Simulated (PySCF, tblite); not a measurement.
**C3H13ClSi4: geometry, infrared bands and NMR shifts**

Aim: predict the infrared bands and NMR shifts of C3H13ClSi4 (`[SiH3][SiH]([SiH3])[SiH2][C@@H]1C[C@@H]1Cl`).

Computed with tblite 0.8.0 and PySCF 2.14.0, with density-fitted response routines of our own, on a single molecule in the gas phase. Atoms count from 0, in the outputs and in this text.

### Step 1. Starting geometry

21 atoms, charge 0, multiplicity 1; geometry from: force field or distance geometry start.

Bonds of the start (Å): Si0–Si1 2.29, Si1–Si2 2.28, Si1–Si3 2.27, Si3–C4 1.86, C4–C5 1.51, C5–C6 1.50, C6–Cl7 1.75, C6–C4 1.49, Si0–H8 1.49, Si0–H9 1.49, Si0–H10 1.48, Si1–H11 1.48, Si2–H12 1.49, Si2–H13 1.48, Si2–H14 1.47, Si3–H15 1.48, Si3–H16 1.50, C4–H17 1.09, C5–H18 1.09, C5–H19 1.07, C6–H20 1.08.

### Step 2. Optimising the geometry with GFN2-xTB

Job settings and geometry (Å):

```
{"job": {"kind": "relax", "xc": "GFN2-xTB", "basis": "xTB"}, "charge": 0, "multiplicity": 1}
Si     3.075400     1.362700     0.811500
Si     1.505400     0.445700    -0.580500
Si     1.829200    -1.811400    -0.463600
Si    -0.524200     0.956200     0.309100
C     -1.910800     0.321500    -0.754800
C     -3.294700     0.219700    -0.165000
C     -2.557400    -1.013800    -0.600600
Cl    -2.100800    -2.180900     0.615400
H      2.919900     2.840100     0.845300
H      2.912300     0.843400     2.199100
H      4.433900     1.047100     0.330900
H      1.626300     0.953000    -1.969200
H      0.818800    -2.498700    -1.315400
H      1.700100    -2.297400     0.926500
H      3.171700    -2.149800    -0.964400
H     -0.644400     2.427700     0.413000
H     -0.636600     0.439800     1.708500
H     -1.852700     0.705400    -1.774000
H     -3.438900     0.383100     0.906800
H     -4.127500     0.543900    -0.758700
H     -2.913800    -1.520300    -1.481900
```

The run is started by

```sh
$ OMP_NUM_THREADS=1 python probes_run.py task.json out
```

The driver reads the jobs from task.json and runs them one after another.

The program printed:

```text
step      E/eV     max force
  0    -665.18851    1.054
  1    -665.23837    0.499
  2    -665.27576    0.290
  3    -665.28795    0.315
  4    -665.32372    0.324
  5    -665.33845    0.312
  6    -665.35818    0.305
  7    -665.37371    0.339
  8    -665.39155    0.322
  9    -665.40426    0.226
 10    -665.41192    0.195
 11    -665.41612    0.144
 12    -665.41980    0.141
 13    -665.42396    0.175
 14    -665.42811    0.153
 15    -665.43120    0.103
 16    -665.43321    0.099
 17    -665.43480    0.118
 18    -665.43661    0.143
 19    -665.43858    0.132
 20    -665.44038    0.097
 21    -665.44217    0.094
 22    -665.44442    0.145
 23    -665.44744    0.166
 24    -665.45121    0.169
 25    -665.45521    0.171
 26    -665.45863    0.171
 27    -665.46110    0.142
 28    -665.46280    0.090
 29    -665.46390    0.084
 30    -665.46473    0.077
 31    -665.46567    0.105
 32    -665.46694    0.111
 33    -665.46848    0.114
 34    -665.46989    0.084
 35    -665.47089    0.070
 36    -665.47167    0.082
 37    -665.47254    0.077
 38    -665.47352    0.074
 39    -665.47443    0.060
 40    -665.47515    0.072
 41    -665.47577    0.065
 42    -665.47643    0.064
 43    -665.47712    0.062
 44    -665.47771    0.048
 45    -665.47809    0.043
 46    -665.47833    0.038
 47    -665.47856    0.040
 48    -665.47887    0.059
 49    -665.47926    0.081
 50    -665.47967    0.074
 51    -665.48000    0.042
 52    -665.48022    0.041
 53    -665.48044    0.056
 54    -665.48078    0.065
 55    -665.48128    0.076
 56    -665.48186    0.081
 57    -665.48236    0.055
 58    -665.48270    0.043
 59    -665.48297    0.046
 60    -665.48326    0.063
 61    -665.48355    0.057
 62    -665.48383    0.041
 63    -665.48409    0.040
 64    -665.48438    0.052
 65    -665.48474    0.073
 66    -665.48511    0.063
 67    -665.48538    0.033
 68    -665.48553    0.024
 69    -665.48565    0.029
 70    -665.48579    0.039
 71    -665.48596    0.044
 72    -665.48611    0.032
 73    -665.48620    0.017
 74    -665.48626    0.018
 75    -665.48632    0.020
 76    -665.48638    0.024
 77    -665.48645    0.023
 78    -665.48652    0.020
 79    -665.48658    0.018
 80    -665.48665    0.019
 81    -665.48670    0.017
 82    -665.48674    0.016
 83    -665.48678    0.019
 84    -665.48683    0.020
 85    -665.48688    0.016
 86    -665.48693    0.017
 87    -665.48696    0.015
 88    -665.48699    0.015
 89    -665.48705    0.021
 90    -665.48712    0.026
 91    -665.48720    0.024
 92    -665.48724    0.014
 93    -665.48727    0.010
 94    -665.48729    0.014
 95    -665.48733    0.025
 96    -665.48741    0.033
 97    -665.48750    0.031
 98    -665.48756    0.018
 99    -665.48759    0.009
```

Run time: 1.3 s. Hardware: 1 thread of Intel Xeon 6975P-C, shared host; peak memory 0.18 GiB.

Relaxation path: (not every step is listed)

| step | energy from step 0 (eV) | largest force (eV/Å) |
| --- | --- | --- |
| 0 | 0.0000 | 1.0539 |
| 1 | -0.0499 | 0.4986 |
| 2 | -0.0873 | 0.2898 |
| 3 | -0.0994 | 0.3147 |
| 4 | -0.1352 | 0.3243 |
| 5 | -0.1499 | 0.3121 |
| 6 | -0.1697 | 0.3052 |
| 7 | -0.1852 | 0.3392 |
| 8 | -0.2030 | 0.3224 |
| 16 | -0.2447 | 0.0992 |
| 24 | -0.2627 | 0.1693 |
| 32 | -0.2784 | 0.1109 |
| 40 | -0.2866 | 0.0723 |
| 48 | -0.2904 | 0.0587 |
| 56 | -0.2934 | 0.0813 |
| 64 | -0.2959 | 0.0516 |
| 72 | -0.2976 | 0.0321 |
| 80 | -0.2981 | 0.0188 |
| 88 | -0.2985 | 0.0151 |
| 94 | -0.2988 | 0.0138 |
| 95 | -0.2988 | 0.0246 |
| 96 | -0.2989 | 0.0334 |
| 97 | -0.2990 | 0.0314 |
| 98 | -0.2991 | 0.0177 |
| 99 | -0.2991 | 0.0090 |

Distances of close pairs at the start and the end, largest changes first:

```
   bond  before (Å)  after (Å)  change (Å)
Si1–Si3       2.274      2.332      +0.058
Si1–Si2       2.283      2.332      +0.049
 Si3–C4       1.859      1.895      +0.035
Si0–Si1       2.290      2.324      +0.035
Si3–H16       1.496      1.467      -0.029
 Si0–H9       1.491      1.465      -0.026
Si2–H12       1.490      1.464      -0.025
 Si0–H8       1.486      1.464      -0.022
```

The final coordinates are the input of the step that follows.

### Step 3. Infrared spectrum with GFN2-xTB

Job settings and geometry (Å):

```
{"job": {"kind": "ir", "xc": "GFN2-xTB", "basis": "xTB"}, "charge": 0, "multiplicity": 1}
Si     3.177308     1.380638     0.832046
Si     1.455132     0.359075    -0.348340
Si     1.713583    -1.953491    -0.508645
Si    -0.621740     1.145759     0.361481
C     -1.999380     0.467243    -0.748494
C     -3.335734     0.097001    -0.164767
C     -2.405171    -0.963778    -0.642064
Cl    -1.609247    -1.982319     0.552395
H      3.084207     2.842057     0.843979
H      3.185506     0.959013     2.234565
H      4.504712     1.062146     0.302314
H      1.571828     0.868319    -1.740357
H      0.806479    -2.584003    -1.469764
H      1.527149    -2.612138     0.784368
H      3.070443    -2.290424    -0.955677
H     -0.797384     2.604942     0.272898
H     -0.967288     0.808776     1.746673
H     -2.021921     0.865862    -1.756494
H     -3.464234     0.207180     0.900959
H     -4.237984     0.273722    -0.732936
H     -2.645185    -1.538639    -1.526221
```

The program printed:

```text
mode    cm-1     km/mol
  1     -12.3      0.18
  2      16.9      0.01
  3      46.7      2.09
  4      60.6      0.81
  5      84.7      2.69
  6      96.0      1.35
  7     127.8      3.40
  8     154.5      0.36
  9     168.4      0.09
 10     224.5      5.34
 11     327.9      3.31
 12     345.5     10.71
 13     364.4      1.63
 14     393.7      6.37
 15     396.0     16.48
 16     405.5      3.56
 17     411.9     12.33
 18     449.1     45.91
 19     486.3      3.54
 20     492.9      2.41
 21     575.8     45.80
 22     599.0    389.66
 23     604.4    405.75
 24     643.0      3.79
 25     669.0     61.33
 26     697.0    177.37
 27     763.2    860.04
 28     790.9    215.13
 29     810.5     51.20
 30     822.8    235.91
 31     826.7    122.75
 32     828.3    160.14
 33     839.4    212.39
 34     862.9     10.66
 35     954.4      4.39
 36     978.7      5.30
 37    1016.4     23.84
 38    1062.9      0.41
 39    1068.9      2.18
 40    1103.0      2.99
 41    1192.2     14.17
 42    1248.2     10.81
 43    1356.5     19.01
 44    1457.0      6.23
 45    2017.1    248.60
 46    2170.2    313.10
 47    2205.8    242.20
 48    2216.1     95.72
 49    2233.9    217.94
 50    2235.1    201.78
 51    2237.0    428.62
 52    2241.4    227.13
 53    2250.8    529.19
 54    3023.3     24.14
 55    3041.7      9.94
 56    3072.7     25.07
 57    3100.3     15.28
```

It took 1.5 s on 1 thread of Intel Xeon 6975P-C, shared host; peak memory 0.18 GiB.

Which atoms move in the most intense modes:

```
cm⁻¹  km/mol                                  atoms
 599   389.7                               H11 82 %
 604   405.8                     H11 64 %, H15 23 %
 763   860.0  H13 19 %, H12 15 %, H9 15 %, H10 13 %
2017   248.6                               H11 96 %
2170   313.1                               H15 92 %
2206   242.2                               H14 89 %
2237   428.6   H10 37 %, H12 20 %, H9 17 %, H8 12 %
2251   529.2                               H13 84 %
```

### Step 4. Shielding tensors: PBE0/pcSseg-1

Settings changed since step 3:

```diff
@@ -1,2 +1,2 @@
-{"job": {"kind": "ir", "xc": "GFN2-xTB", "basis": "xTB"}, "charge": 0, "multiplicity": 1}
+{"job": {"kind": "nmr", "xc": "PBE0", "basis": "pcSseg-1"}, "charge": 0, "multiplicity": 1}
 Si     3.177308     1.380638     0.832046
```

With the program's defaults for keys left out, this is: GIAO PBE0/pcSseg-1 NMR shielding, non-relativistic, gas phase.

The program printed:

```text
coarse grid: 19440 points
cycle   1  E = -1739.3391432750  dE =  5.036e-01  |g| = 3.209e-01  |ddm| = 4.129e+00
cycle   2  E = -1739.3380822491  dE =  1.061e-03  |g| = 3.406e-01  |ddm| = 6.539e-01
cycle   3  E = -1739.3663229549  dE = -2.824e-02  |g| = 4.873e-02  |ddm| = 3.538e-01
cycle   4  E = -1739.3668511206  dE = -5.282e-04  |g| = 1.732e-02  |ddm| = 7.270e-02
cycle   5  E = -1739.3669218641  dE = -7.074e-05  |g| = 3.419e-03  |ddm| = 2.726e-02
cycle   6  E = -1739.3669242903  dE = -2.426e-06  |g| = 1.351e-03  |ddm| = 6.062e-03
final grid: 162912 points
cycle   7  E = -1739.4103107759  dE = -3.133e-05  |g| = 7.089e-03  |ddm| = 2.743e-02
cycle   8  E = -1739.4103025431  dE =  8.233e-06  |g| = 8.837e-03  |ddm| = 1.473e-02
cycle   9  E = -1739.4103222314  dE = -1.969e-05  |g| = 9.567e-04  |ddm| = 9.113e-03
cycle  10  E = -1739.4103224051  dE = -1.736e-07  |g| = 2.441e-04  |ddm| = 1.364e-03
cycle  11  E = -1739.4103224196  dE = -1.455e-08  |g| = 5.377e-05  |ddm| = 2.978e-04
cycle  12  E = -1739.4103224203  dE = -6.467e-10  |g| = 1.501e-05  |ddm| = 7.395e-05
converged SCF energy = -1739.4103224203

GIAO shielding tensors (ppm)
atom      isotropic    diamagn.    paramagn.     s11        s22        s33       span
  0 Si     462.732     879.497    -416.765    446.219    459.118    482.858     36.639
  1 Si     496.010     882.221    -386.211    488.490    493.249    506.292     17.802
  2 Si     454.236     879.929    -425.694    439.228    456.038    467.441     28.213
  3 Si     406.708     879.748    -473.039    354.762    405.989    459.374    104.613
  4 C      179.862     251.401     -71.539    145.669    176.529    217.387     71.718
  5 C      168.311     259.231     -90.920    138.195    162.616    204.120     65.925
  6 C      147.112     249.096    -101.984    104.802    128.540    207.993    103.190
  7 Cl     822.932    1149.251    -326.319    656.002    762.232   1050.561    394.558
  8 H       28.143      28.564      -0.421     24.083     26.166     34.180     10.097
  9 H       28.272      28.677      -0.405     24.644     26.386     33.788      9.144
 10 H       28.134      28.496      -0.362     24.126     25.852     34.423     10.296
 11 H       28.471      30.867      -2.395     24.905     26.054     34.456      9.551
 12 H       27.840      30.141      -2.301     23.328     27.772     32.421      9.092
 13 H       28.067      29.693      -1.625     24.285     27.187     32.730      8.446
 14 H       28.001      29.262      -1.261     23.710     25.815     34.477     10.766
 15 H       27.288      29.654      -2.365     22.733     26.174     32.959     10.226
 16 H       27.910      30.101      -2.192     24.011     27.474     32.244      8.232
 17 H       31.407      31.820      -0.412     24.658     27.718     41.847     17.189
 18 H       31.053      31.935      -0.882     25.235     29.820     38.103     12.868
 19 H       30.458      30.554      -0.096     24.592     25.683     41.100     16.507
 20 H       28.430      30.617      -2.187     21.152     26.368     37.771     16.618
```

Wall time 38 s (1 thread of Intel Xeon 6975P-C, shared host); peak memory 1.1 GiB.

The references, computed at this level on geometries of the same kind, shield at (ppm): ¹H TMS 31.72, ¹³C TMS 186.9, ²⁹Si TMS 349.2, ³⁵Cl HCl 950. Their shielding less the atom's gives the shift. The references are single molecules in the gas phase. Atoms listed in one row are averaged.

```csv
atoms,environment,σ (ppm),δ (ppm),δ scaled to CDCl3
C6,three-membered-ring carbon bearing a halogen,147.1,39.8,36.9
C5,three-membered-ring carbon,168.3,18.6,16.3
C4,three-membered-ring carbon,179.9,7.1,5.0
H15,"hydrogen on a silicon bonded to C, Si",27.29,4.43,–
H16,"hydrogen on a silicon bonded to C, Si",27.91,3.81,–
"H12, H13, H14",hydrogen on a silicon bonded to Si,27.97,3.75,–
"H8, H9, H10",hydrogen on a silicon bonded to Si,28.18,3.53,–
H20,hydrogen on a three-membered-ring carbon bearing a halogen,28.43,3.29,3.20
H11,hydrogen on a silicon bonded to 3 Si,28.47,3.25,–
H19,hydrogen on a three-membered-ring carbon,30.46,1.26,1.29
H18,hydrogen on a three-membered-ring carbon,31.05,0.66,0.73
H17,hydrogen on a three-membered-ring carbon,31.41,0.31,0.40
Si3,"silicon bonded to C, Si, 2 H",406.7,-57.6,–
Si2,"silicon bonded to Si, 3 H",454.2,-105.1,–
Si0,"silicon bonded to Si, 3 H",462.7,-113.6,–
Si1,"silicon bonded to 3 Si, H",496.0,-146.9,–
Cl7,chlorine bonded to C,823,127,–
```

The scaled column applies a straight-line fit of computed shieldings to shifts measured in CDCl3, with any fitted terms for Cl, Br or S neighbours (root-mean-square error 0.16 ppm for H, 1.9 ppm for C).

The run also stored atomic charges by several schemes (e):

```
atoms  Mulliken    IAO  Hirshfeld  ESP fit
  Si0      0.27   0.31       0.21     0.19
  Si1     -0.33  -0.02       0.08     0.03
  Si2      0.27   0.32       0.20     0.19
  Si3      0.47   0.48       0.23     0.17
   C4     -0.48  -0.40      -0.13    -0.16
   C5     -0.13  -0.28      -0.09    -0.29
   C6     -0.19  -0.13      -0.01    -0.15
  Cl7     -0.10  -0.07       0.00    -0.11
```

Mayer bond orders: Si0–Si1 0.90, Si1–Si2 0.89, Si1–Si3 0.87, Si3–C4 0.83, C4–C5 0.95, C5–C6 0.93, C6–Cl7 0.99, C6–C4 0.93.

Ring of atoms C4, C5, C6: NICS(0) -43.0, NICS(1) -8.4, NICS(1)zz -20.9 ppm (means of both faces).

The two faces differ (NICS(1)zz -24.4 and -17.4 ppm).

In rings of three or four atoms NICS is ruled by the nearby σ bonds, so it says little on aromaticity.

### Step 5. Results

| quantity | value |
| --- | --- |
| strongest single infrared mode (GFN2-xTB) | 763 cm⁻¹, 860 km/mol |
| zero-point energy (GFN2-xTB) | 84.2 kcal/mol |
| ¹³C shifts against TMS (PBE0/pcSseg-1) | 39.8, 18.6, 7.1 ppm |
| ¹H shifts against TMS (PBE0/pcSseg-1, means over atoms taken as alike) | 4.43, 3.81, 3.75, 3.53, 3.29, 3.25, 1.26, 0.66, 0.31 ppm |
| ²⁹Si shifts against TMS (PBE0/pcSseg-1) | -57.6, -105.1, -113.6, -146.9 ppm |
| ³⁵Cl shifts against HCl (PBE0/pcSseg-1) | 127 ppm |

What this shows: The optimisation took 99 steps and gained 0.299 eV; among the close pairs (by a distance rule), Si1–Si3 changed most, from 2.274 to 2.332 Å. The lowest mode is slightly imaginary (12i cm⁻¹), a soft motion within the noise of the Hessian, so the minimum is not strictly shown. The strongest single mode, at 763 cm⁻¹, has its largest shares on H13, H12, H9 and H10 (the list is cut at 4 atoms). Unscaled tight-binding wavenumbers are off by several per cent, some by more. Its intensities can rank the bands wrongly. At PBE0/pcSseg-1: Shielding is most anisotropic at Cl7 (span 395 ppm, paramagnetic term -326 ppm).
